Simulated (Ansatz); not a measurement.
What does this script print? It uses Ansatz 0.2.0, Python API.

`h4se2sn.py`:
```python
'''X-H bond energies and deprotonation of H4Se2Sn without relaxation.'''

import ansatz


def energy_of(molecule, charge=0, unpaired=0):
    calc = molecule.calculation().basis(gaussian='x2c-TZVPPall').functional('hf')
    if charge:
        calc = calc.charge(charge)
    if unpaired:
        calc = calc.spin('collinear', total=unpaired)
    report = calc.run(threads=1).report
    if report['published_state_doubts']:
        print('  doubts:', report['published_state_doubts'])
    return report['free_energy_ev']

def without(molecule, index):
    rest = ansatz.Crystal.molecule()
    for i, site in enumerate(molecule.cartesian_sites):
        if i != index:
            rest = rest.atom(site.symbol, site.position_ang)
    return rest

mol = (
    ansatz.Crystal.molecule()
    .atom('Se', (-1.5664, -0.9441, -1.0942))
    .atom('Sn', (0.0138, 0.378, 0.3782))
    .atom('Se', (1.905, -1.1572, 1.0364))
    .atom('H', (-2.4277, 0.3598, -1.2341))
    .atom('H', (0.6539, 1.7465, -0.5205))
    .atom('H', (-0.8143, 0.9562, 1.8131))
    .atom('H', (2.297, -1.4073, -0.4247))
)

whole = energy_of(mol, 0)
hydrogen = energy_of(ansatz.Crystal.molecule().atom('H', (0, 0, 0)), 0, 1)
print(f'E(molecule) = {whole:.5f} eV, E(H) = {hydrogen:.5f} eV')
for index in [6, 5]:
    radical = energy_of(without(mol, index), 0, 1)
    print(f'H{index}: homolysis {23.060548 * (radical + hydrogen - whole):.1f} kcal/mol')
    anion = energy_of(without(mol, index), -1)
    print(f'H{index}: loss of a proton {23.060548 * (anion - whole):.1f} kcal/mol')
```

```console
$ python h4se2sn.py
E(molecule) = -300208.68117 eV, E(H) = -13.60070 eV
H6: homolysis 55.8 kcal/mol
H6: loss of a proton 331.3 kcal/mol
H5: homolysis 56.7 kcal/mol
H5: loss of a proton 346.7 kcal/mol
```

Notes:
- Total energies depend on the basis set; only differences at equal settings carry meaning.
- The geometry is a force-field or estimated start, not a minimum of this method, and the basis set is short of its limit. All parts are taken at fixed geometry, without zero-point energy.
- Hartree-Fock leaves correlation out, so bond, atomisation and ionisation energies come out well too low.
- The spin-orbit lowering of heavy atoms is left out.
- Anions want diffuse functions, which this basis lacks.
- Finished in 2.1 min on 1 thread of Intel(R) Xeon(R) 6975P-C (Granite Rapids), with other jobs on the host, peak memory 0.93 GiB.

(Lines on the test bed's own set-up are left out of the output.)
